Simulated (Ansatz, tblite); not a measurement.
**1CB (C₁₄H₁₁N): a ladder of methods and basis sets**

How do method and basis change the picture of 1CB (C₁₄H₁₁N) (singlet)?

The runs use Ansatz 0.2.0, Gaussian basis; as each input shows.

Plan: GFN1-xTB, GFN2-xTB, PBE-D4/def2-TZVP, r2SCAN-D4/def2-TZVP, PBE-D4/def2-SVP, PBE0-D4/def2-SVP, HF/STO-3G, HF/6-31G, B3LYP-D4/6-31G, MP2/def2-SVP.

4 further runs of the same task are left out: 4 that didn't finish. Runs told in other sessions of the task aren't counted.

### 1 The relaxed structure

The singlet was relaxed beforehand with PBE-D4/def2-SVP.

SMILES `Cc1ccc(-c2ccc(C#N)cc2)cc1`, 26 atoms, charge 0, spin multiplicity 1.

Bond lengths: C1–C2 1.507 Å, C1–H16 1.109 Å, C1–H17 1.108 Å, C1–H18 1.112 Å, C2–C3 1.410 Å, C2–C15 1.411 Å, C3–C4 1.399 Å, C3–H19 1.102 Å, C4–C5 1.413 Å, C4–H20 1.101 Å, C5–C6 1.481 Å, C5–C14 1.414 Å, C6–C7 1.415 Å, C6–C13 1.415 Å, C7–C8 1.396 Å, C7–H21 1.100 Å, C8–C9 1.415 Å, C8–H22 1.100 Å and more. Angles: C2–C1–H16 111.6°, C2–C1–H17 111.8°, C2–C1–H18 111.0°, H16–C1–H17 108.2°, H16–C1–H18 106.8°, H17–C1–H18 107.2°, C1–C2–C3 121.3°, C1–C2–C15 121.1°, C3–C2–C15 117.6°, C2–C3–C4 121.4°, C2–C3–H19 119.3°, C4–C3–H19 119.4°, C3–C4–C5 121.1°, C3–C4–H20 119.3°, C5–C4–H20 119.6°, C4–C5–C6 121.2°, C4–C5–C14 117.6°, C6–C5–C14 121.2° and more.

Geometry (Å):

```
C     4.6991   -0.0927   -0.2345
C     3.1958   -0.0424   -0.1487
C     2.5138   -0.4454    1.0176
C     1.1162   -0.4243    1.0879
C     0.3374   -0.0034   -0.0133
C    -1.1419    0.0209    0.0577
C    -1.8107    0.3126    1.2705
C    -3.2045    0.3373    1.3446
C    -3.9812    0.0668    0.1933
C    -5.4124    0.0890    0.2614
N    -6.5856    0.1066    0.3158
C    -3.3268   -0.2266   -1.0264
C    -1.9322   -0.2467   -1.0856
C     1.0206    0.4003   -1.1836
C     2.4177    0.3836   -1.2459
H     5.1050    0.7692   -0.8015
H     5.1684   -0.0981    0.7688
H     5.0373   -1.0117   -0.7609
H     3.0935   -0.7887    1.8896
H     0.6178   -0.7708    2.0060
H    -1.2221    0.5560    2.1674
H    -3.7074    0.5736    2.2935
H    -3.9252   -0.4459   -1.9224
H    -1.4399   -0.5041   -2.0351
H     0.4469    0.7689   -2.0476
H     2.9203    0.7160   -2.1687
```

PBE0-D4/def2-TZVP was run before; its log isn't repeated, and its numbers join the tables.

### 2 GFN1-xTB

Tight binding, by tblite at 300 K electronic temperature and without a spin-polarisation term:

```python
tblite.interface.Calculator('GFN1-xTB', numbers, positions, charge=0, uhf=0).singlepoint()
```

Energy -1052.0983 eV, HOMO -11.51 eV, LUMO -8.49 eV; 0.02 s.

### 3 GFN2-xTB

Tight binding, by tblite at 300 K electronic temperature and without a spin-polarisation term:

```python
tblite.interface.Calculator('GFN2-xTB', numbers, positions, charge=0, uhf=0).singlepoint()
```

Energy -1046.2476 eV, HOMO -10.62 eV, LUMO -7.67 eV; 0.015 s.

### 4 PBE-D4/def2-TZVP

start.molden holds the orbitals of an earlier run on this state, given as this run's starting guess.

in.yaml

```yaml
crystal:
  periodic: [false, false, false]
  atoms:
    - {symbol: C, position_ang: [4.699089, -0.092712, -0.234508]}
    - {symbol: C, position_ang: [3.195806, -0.042370, -0.148679]}
    - {symbol: C, position_ang: [2.513801, -0.445376, 1.017625]}
    - {symbol: C, position_ang: [1.116240, -0.424311, 1.087867]}
    - {symbol: C, position_ang: [0.337438, -0.003366, -0.013320]}
    - {symbol: C, position_ang: [-1.141881, 0.020917, 0.057710]}
    - {symbol: C, position_ang: [-1.810659, 0.312646, 1.270472]}
    - {symbol: C, position_ang: [-3.204468, 0.337296, 1.344599]}
    - {symbol: C, position_ang: [-3.981182, 0.066842, 0.193313]}
    - {symbol: C, position_ang: [-5.412370, 0.089031, 0.261382]}
    - {symbol: N, position_ang: [-6.585630, 0.106570, 0.315840]}
    - {symbol: C, position_ang: [-3.326777, -0.226589, -1.026362]}
    - {symbol: C, position_ang: [-1.932187, -0.246728, -1.085565]}
    - {symbol: C, position_ang: [1.020643, 0.400292, -1.183561]}
    - {symbol: C, position_ang: [2.417724, 0.383586, -1.245921]}
    - {symbol: H, position_ang: [5.105003, 0.769192, -0.801469]}
    - {symbol: H, position_ang: [5.168371, -0.098143, 0.768782]}
    - {symbol: H, position_ang: [5.037287, -1.011715, -0.760877]}
    - {symbol: H, position_ang: [3.093475, -0.788672, 1.889552]}
    - {symbol: H, position_ang: [0.617756, -0.770839, 2.005951]}
    - {symbol: H, position_ang: [-1.222072, 0.556004, 2.167439]}
    - {symbol: H, position_ang: [-3.707413, 0.573613, 2.293489]}
    - {symbol: H, position_ang: [-3.925241, -0.445850, -1.922435]}
    - {symbol: H, position_ang: [-1.439937, -0.504140, -2.035113]}
    - {symbol: H, position_ang: [0.446907, 0.768866, -2.047556]}
    - {symbol: H, position_ang: [2.920288, 0.715957, -2.168668]}
basis:
  gaussian: {orbitals: def2-TZVP, initial_orbitals: start.molden}
hamiltonian: {xc: pbe, dispersion: d4}
scf: {omitted_lower_state_checks: [starts]}
output: {forces: true, orbitals: {seedname: orbitals}}
```

Started as:

```bash
> ansatz run in.yaml --threads 4 --pin off --events-out ev --progress --plain --max-ram 6963MiB
```

After this run come: r2SCAN-D4/def2-TZVP; PBE-D4/def2-SVP; PBE0-D4/def2-SVP; HF/STO-3G; HF/6-31G; B3LYP-D4/6-31G; MP2/def2-SVP.

Before running them: what should the planned runs give, taken together? Wanted: gap in def2-TZVP, named functionals, smallest and largest; correlation energy, MP2/def2-SVP; binding an atom, functionals in def2-TZVP; PBE0 total energy, smallest basis above largest.

**Answer**, as computed:

| quantity | value |
| --- | --- |
| gap in def2-TZVP, named functionals, smallest and largest | 3.23 eV (PBE-D4), 4.85 eV (PBE0-D4) |
| correlation energy, MP2/def2-SVP | -53.89 eV |
| binding an atom, functionals in def2-TZVP | 5.23 (r2SCAN-D4) to 5.41 eV (PBE-D4) |
| PBE0 total energy, smallest basis above largest | 16.90 eV (def2-SVP, def2-TZVP) |

**Reading.** Over the named functionals in def2-TZVP the gap runs from 3.23 eV (PBE-D4) to 4.85 eV (PBE0-D4); exact exchange widens it.
